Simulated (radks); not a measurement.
**Tc³⁺ in [Ar] 3d10 4s1 4p6 4d4 4f1: an all-electron calculation**

Aim: the levels, the sizes of the orbitals and the parts of the energy of the technetium ion Tc3+.

Program: radks (a radial shooting solver on a logarithmic mesh, Libxc functionals) version 1. Level of theory: Dirac Kohn-Sham, exchange-only LDA, spin-unpolarised, spherical densities, point nucleus; open shells fill j = l - 1/2 first. These are calculated values, not measurements, unless marked.

## Step 1: The atom as given

```
element       : technetium (Z = 43)
charge        : +3
electrons     : 40
configuration : [Ar] 3d10 4s1 4p6 4d4 4f1
```

## Step 2: The run

Settings of this run:

```text
Z 43
configuration [Ar] 3d10 4s1 4p6 4d4 4f1 5s0 5p0
relativity Dirac
functional lda,
spin unpolarised
j_filling energy
nucleus point
c 137.035999084
```

Run with:

```sh
$ python run_ks.py task.json out
```

All runs below come from this command, one after another.

Q: Predict the outcome of this run.

The runs gave:

```
                        quantity                   value
                    total energy     -4272.65584 hartree
exchange-correlation share of it                  2.78 %
                            −T/E                  1.0391
          highest occupied level       4f5/2, -11.759 eV
    most extended occupied level  4f5/2, <r> = 3.58 bohr
 radius at density 0.001 e/bohr³               4.19 bohr
    maxima of the radial density                       4
```

**Reading.** The radial density shows 4 maxima for 4 occupied principal shells. Relativity lifts −T/E to 1.039. This is not the tabulated ground configuration, so its levels and sizes aren't those of the ground state, and no measured value stands beside it.
